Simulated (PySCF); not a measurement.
# GeBr₂: triplet, from a linear start

Where does triplet GeBr₂ go from a linear start, is the end point a minimum, and what are its modes, charges and moments?

Method: PBE0, basis Ge def2-TZVP, Br def2-TZVP, no relativity, density fitting; program: PySCF 2.14.0.

## Step 1: The starting structure

3 atoms, charge 0, spin multiplicity 3.

Bond lengths: Ge1–Br2 2.350 Å, Ge1–Br3 2.350 Å. Angles: Br2–Ge1–Br3 180.0°.

```xyz
3
charge 0 multiplicity 3
Ge    0.0000    0.0000    0.0000
Br    0.0000    0.0000    2.3500
Br    0.0000    0.0000   -2.3500
```

## Step 2: Finding the electronic state

One driver script runs all steps and calls PySCF; scf.py shows how it sets up the SCF of each step. The optimiser is the driver's own. After this first run the driver tries any further starts and a stability analysis.

File scf.py:

```python
from pyscf import gto, scf, dft
mol = gto.M(atom='''
Ge     0.000000     0.000000     0.000000
Br     0.000000     0.000000     2.350000
Br     0.000000     0.000000    -2.350000''',
    basis={'Ge': 'def2-TZVP', 'Br': 'def2-TZVP'},
    charge=0, spin=2)
mf = dft.UKS(mol, xc='PBE0')
mf.grids.atom_grid = (50, 194)
aux = {'Ge': 'def2-universal-JKFIT', 'Br': 'def2-universal-JKFIT'}
mf = mf.density_fit(auxbasis=aux)
mf.conv_tol = 1e-08
mf.diis_space = 10
mf.max_cycle = 60
mf.init_guess = 'minao'
mf.verbose = 4
mf.kernel()
```

The run is started by

```console
OMP_NUM_THREADS=4 python axn.py task.json out
```

After this run come: Relaxation: linear start, triplet; Frequencies; Downhill along the imaginary mode; Frequencies.

Before running it: what results should come out? Wanted: minimum; geometry; wavenumbers; dipole moment; highest occupied, lowest empty level; polar-tensor charge of Ge1; zero-point energy; atomisation energy; ⟨S²⟩.

**Answer**, as computed:

| quantity | value |
| --- | --- |
| minimum | triplet, C2v |
| geometry | Ge–Br 2.311 Å (×2); Br–Ge–Br 120.6° |
| wavenumbers (cm⁻¹) | 79 (a1), 254 (a1), 319 (b2) |
| dipole moment | 0.78 D |
| highest occupied, lowest empty level (either spin) | -5.33, -5.19 eV |
| polar-tensor charge of Ge1 | +0.64 e |
| zero-point energy | 3.9 kJ/mol |
| entropy at 298.15 K | 329.1 J/(mol K) |
| atomisation energy (no zero-point energy) | 491 kJ/mol |
| ⟨S²⟩ | 2.006 |

From D∞h at the start the molecule goes to a C2v minimum, after a stop at a saddle point 46.9 kJ/mol higher, from which it was pushed off along an imaginary mode. In the infrared the band at 319 cm⁻¹ (b2) leads. Most of the spin sits on Ge1 (Mulliken spin 1.46, against 2 for the whole molecule). Other starts or spin states, not run here, may lie lower.
